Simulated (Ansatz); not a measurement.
**CH₄F₂GaN: small, medium and large basis sets**

An exercise on one series of results from a longer session: the logs are not shown, and one member is left open.

The runs use Ansatz 0.2.0, Gaussian basis; one geometry, several basis sets.

Levels to be run: PBE0-D4/def2-SVP; ωB97M-V/def2-SVP; PBE0-D4/def2-QZVPP; ωB97M-V/def2-QZVPP; the functionals' def2-TZVPP values are taken from earlier runs.

**The relaxed structure**

All runs share one geometry, relaxed beforehand with PBE0-D4 in a triple-zeta def2 set.

SMILES `C[NH][Ga]([F])[F]`, 9 atoms, charge 0, spin multiplicity 1.

Atoms are counted from 1 here; the program's logs count them from 0.

Bond lengths: C1–N2 1.448 Å, C1–H6 1.095 Å, C1–H7 1.091 Å, C1–H8 1.095 Å, N2–Ga3 1.786 Å, N2–H9 1.006 Å, Ga3–F4 1.742 Å, Ga3–F5 1.740 Å. Angles: N2–C1–H6 111.9°, N2–C1–H7 110.0°, N2–C1–H8 111.9°, H6–C1–H7 107.4°, H6–C1–H8 108.1°, H7–C1–H8 107.4°, C1–N2–Ga3 126.3°, C1–N2–H9 114.8°, Ga3–N2–H9 118.8°, N2–Ga3–F4 121.4°, N2–Ga3–F5 123.1°, F4–Ga3–F5 115.5°.

Set-up of the first run:

Input file in.yaml:

```yaml
crystal:
  periodic: [false, false, false]
  atoms:
    - {symbol: C, position_ang: [-0.712085, -0.947984, 0.562208]}
    - {symbol: N, position_ang: [0.009762, 0.306471, 0.523433]}
    - {symbol: Ga, position_ang: [0.846198, 1.002319, -0.892736]}
    - {symbol: F, position_ang: [0.864063, 0.182392, -2.429122]}
    - {symbol: F, position_ang: [1.690520, 2.522849, -0.844786]}
    - {symbol: H, position_ang: [-1.766988, -0.803545, 0.819023]}
    - {symbol: H, position_ang: [-0.677905, -1.429354, -0.416296]}
    - {symbol: H, position_ang: [-0.277487, -1.646205, 1.285569]}
    - {symbol: H, position_ang: [0.023913, 0.813058, 1.392717]}
basis:
  gaussian: {orbitals: def2-SVP}
hamiltonian: {xc: pbe0, dispersion: d4}
output: {orbitals: {seedname: orbitals}}
```

Started as:

```sh
$ ansatz run in.yaml --threads 4 --pin off --events-out ev --progress --plain --max-ram 10444MiB
```

Steps of the session up to this table: PBE0-D4 in def2-SVP; ωB97M-V in def2-SVP; PBE0-D4 in def2-QZVPP; ωB97M-V in def2-QZVPP.

One table of the session follows, with a row left open; its other results are not shown here.

It belongs to the step «Density functionals: the series». 

| functional | basis | HOMO (eV) |
| --- | --- | --- |
| PBE0-D4 | def2-SVP | -7.33 |
| PBE0-D4 | def2-TZVPP | ? |
| PBE0-D4 | def2-QZVPP | -7.51 |
| ωB97M-V | def2-SVP | -9.65 |
| ωB97M-V | def2-TZVPP | -9.81 |
| ωB97M-V | def2-QZVPP | -9.86 |

Estimate the missing values for PBE0-D4, def2-TZVPP.

As computed: HOMO (eV): -7.47. In the column «HOMO (eV)» it lies between PBE0-D4, def2-QZVPP (-7.51) and PBE0-D4, def2-SVP (-7.33).
